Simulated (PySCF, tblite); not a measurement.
**C5H5O2P: geometry, infrared bands and NMR shifts**

Wanted: the infrared bands and NMR shifts of C5H5O2P (`Cc1ocpc1C=O`), by calculation.

Programs: tblite 0.8.0 and PySCF 2.14.0, with density-fitted response routines of our own. Each step states its level of theory. These are calculated values for one molecule in the gas phase, unless marked as measured. Atoms count from 0, in the outputs and in this text.

**1. Starting geometry**

13 atoms, charge 0, multiplicity 1; geometry from: force field or distance geometry start.

Bonds of the start (Å): C0–C1 1.47, C1–O2 1.39, O2–C3 1.35, C3–P4 1.83, P4–C5 1.87, C5–C6 1.44, C6–O7 1.23, C5–C1 1.40, C0–H8 1.10, C0–H9 1.09, C0–H10 1.10, C3–H11 1.08, C6–H12 1.10.

**2. Relaxing the molecule with GFN2-xTB**

What the job is given:

```
{"job": {"kind": "relax", "xc": "GFN2-xTB", "basis": "xTB"}, "charge": 0, "multiplicity": 1}
C     -0.453400     1.673000     0.299900
C      0.256800     0.400700     0.078700
O      1.635600     0.488900     0.179000
C      2.217900    -0.709000    -0.038100
P      1.149100    -2.160700    -0.356000
C     -0.217200    -0.891700    -0.188100
C     -1.600800    -1.272500    -0.333700
O     -2.537000    -0.489700    -0.221200
H     -1.132400     1.592000     1.159200
H      0.229100     2.497500     0.500000
H     -1.052800     1.932200    -0.587100
H      3.294100    -0.720500     0.026200
H     -1.793400    -2.339900    -0.536400
```

Started as:

```
$ OMP_NUM_THREADS=1 python probes_run.py task.json out
```

The driver reads the jobs from task.json and runs them one after another.

**Question.** This job is followed by: GFN2-xTB harmonic vibrations, gas phase; GIAO PBE0/pcSseg-1 NMR shielding, non-relativistic, gas phase. Predict these results of the whole session: strongest single infrared mode (GFN2-xTB); zero-point energy (GFN2-xTB); 13C shifts against TMS (PBE0/pcSseg-1); 1H shifts against TMS (PBE0/pcSseg-1, means over atoms taken as alike); 17O shifts against H2O (PBE0/pcSseg-1); 31P shifts against H3PO4 (PBE0/pcSseg-1).

The runs gave:

```
                                                              quantity                                 value
                             strongest single infrared mode (GFN2-xTB)                 1729 cm⁻¹, 377 km/mol
                                          zero-point energy (GFN2-xTB)                         55.6 kcal/mol
                                13C shifts against TMS (PBE0/pcSseg-1)  191.6, 187.0, 174.8, 141.7, 21.1 ppm
1H shifts against TMS (PBE0/pcSseg-1, means over atoms taken as alike)                 10.51, 8.73, 3.03 ppm
                                17O shifts against H2O (PBE0/pcSseg-1)                      655.1, 367.4 ppm
                              31P shifts against H3PO4 (PBE0/pcSseg-1)                             151.1 ppm
```

**Reading.** The optimisation took 29 steps and gained 0.478 eV; among the close pairs (by a distance rule), C3–P4 changed most, from 1.831 to 1.704 Å. All 33 modes are real, so the xTB geometry is a minimum. The strongest single mode, at 1729 cm⁻¹, moves mainly C6 and O7. Unscaled tight-binding wavenumbers are off by several per cent, some by more. Its intensities can rank the bands wrongly. The most deshielded carbon is C6 (aldehyde carbonyl carbon), at 191.6 ppm: low-lying n→π* states of the double bond to the heteroatom give a large paramagnetic term (-247 ppm). The most deshielded hydrogen is H12 (hydrogen on an aldehyde carbonyl carbon), at 10.51 ppm: the formyl region, downfield of aromatic protons. At PBE0/pcSseg-1: Shielding is most anisotropic at O7 (span 1337 ppm, paramagnetic term -722 ppm). NICS(1)zz of -24 ppm above the planar ring from C1 marks a diatropic (aromatic) ring current.
